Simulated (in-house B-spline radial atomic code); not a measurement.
# Ne³⁺ in a hard spherical wall

What does confinement do to Ne³⁺? The free system is solved first, then the same system inside hard walls. More than one configuration is followed.

Method: non-relativistic PBE, spin-polarised, spherical fractional occupations, point nucleus, basis-set limit. Code: in-house B-spline radial atomic code version 1.

## Step 1: The system

| Quantity | Value |
| --- | --- |
| element | neon (Z = 10) |
| charge | +3 |
| electrons | 7 |
| configuration | [He] 2s2 2p3 |
| Hamiltonian | non-relativistic |
| nucleus | point |

The outer shells:

[He] 2s2 2p3
```
[He] core
2s [↑↓]
2p [↑ ][↑ ][↑ ]
```

Where spins are not typed, each open shell is filled with up spins first.

## Step 2: Reference run without a wall

The run's settings:

```ini
Z = 10
electrons = 7.0
configuration = [He] 2s2 2p3
hamiltonian = nr
method = pbe,pbe
spin_polarised = True
```

## Step 3: Wall at 6.65 bohr, configuration [He] 2s2 2p3

The settings differ from step 2 so:

```diff
@@ -6 +6,2 @@
 spin_polarised = True
+wall_radius = 6.65
```

## Step 4: Wall at 3.92 bohr, configuration [He] 2s2 2p3

The settings differ from step 3 so:

```diff
@@ -6,2 +6,2 @@
 spin_polarised = True
-wall_radius = 6.65
+wall_radius = 3.92
```

## Step 5: Wall at 3.16 bohr, configuration [He] 2s2 2p3

The settings differ from step 4 so:

```diff
@@ -6,2 +6,2 @@
 spin_polarised = True
-wall_radius = 3.92
+wall_radius = 3.16
```

## Step 6: Wall at 2.34 bohr, configuration [He] 2s2 2p3

The settings differ from step 5 so:

```diff
@@ -6,2 +6,2 @@
 spin_polarised = True
-wall_radius = 3.16
+wall_radius = 2.34
```

## Step 7: Wall at 1.33 bohr, configuration [He] 2s2 2p3

The settings differ from step 6 so:

```diff
@@ -6,2 +6,2 @@
 spin_polarised = True
-wall_radius = 2.34
+wall_radius = 1.33
```

## Step 8: Wall at 6.65 bohr, configuration [He] 2s1 2p4

The run's settings:

```ini
Z = 10
electrons = 7.0
configuration = [He] 2s1 2p4
hamiltonian = nr
method = pbe,pbe
spin_polarised = True
wall_radius = 6.65
```

## Step 9: Wall at 3.92 bohr, configuration [He] 2s1 2p4

The settings differ from step 8 so:

```diff
@@ -6,2 +6,2 @@
 spin_polarised = True
-wall_radius = 6.65
+wall_radius = 3.92
```

## Step 10: Wall at 3.16 bohr, configuration [He] 2s1 2p4

The settings differ from step 9 so:

```diff
@@ -6,2 +6,2 @@
 spin_polarised = True
-wall_radius = 3.92
+wall_radius = 3.16
```

## Step 11: Wall at 2.34 bohr, configuration [He] 2s1 2p4

The settings differ from step 10 so:

```diff
@@ -6,2 +6,2 @@
 spin_polarised = True
-wall_radius = 3.16
+wall_radius = 2.34
```

## Step 12: Wall at 1.33 bohr, configuration [He] 2s1 2p4

The settings differ from step 11 so:

```diff
@@ -6,2 +6,2 @@
 spin_polarised = True
-wall_radius = 2.34
+wall_radius = 1.33
```

Q: What do the energy and the highest level do as the wall closes in, and which configuration is lower at each radius?

The runs gave:

| configuration | radius (bohr) | energy above the free system (eV) | pressure (GPa) | highest level (eV) |
| --- | --- | --- | --- | --- |
| [He] 2s2 2p3 | 6.65 | below noise | 7.43e-08 | -83.744 (2p up) |
| [He] 2s2 2p3 | 3.92 | 0.0018 | 0.0457 | -83.740 (2p up) |
| [He] 2s2 2p3 | 3.16 | 0.0512 | 1.9 | -83.674 (2p up) |
| [He] 2s2 2p3 | 2.34 | 1.593 | 102 | -82.423 (2p up) |
| [He] 2s2 2p3 | 1.33 | 85.459 | 16264 | -51.783 (2p up) |
| [He] 2s1 2p4 | 6.65 | 22.727 | 1.98e-07 | -74.210 (2p down) |
| [He] 2s1 2p4 | 3.92 | 22.730 | 0.0699 | -74.204 (2p down) |
| [He] 2s1 2p4 | 3.16 | 22.797 | 2.46 | -74.108 (2p down) |
| [He] 2s1 2p4 | 2.34 | 24.566 | 112 | -72.550 (2p down) |
| [He] 2s1 2p4 | 1.33 | 107.44 | 15620 | -38.844 (2p down) |

**Reading.** For [He] 2s2 2p3 the energy above the free reference is below noise at 6.65 bohr and 85.459 eV at 1.33 bohr, where the electrons press on it with 16264 GPa. Of [He] 2s2 2p3 and [He] 2s1 2p4, the first stays lower at every radius that both share. A hard wall is a crude model of an atom's surroundings.
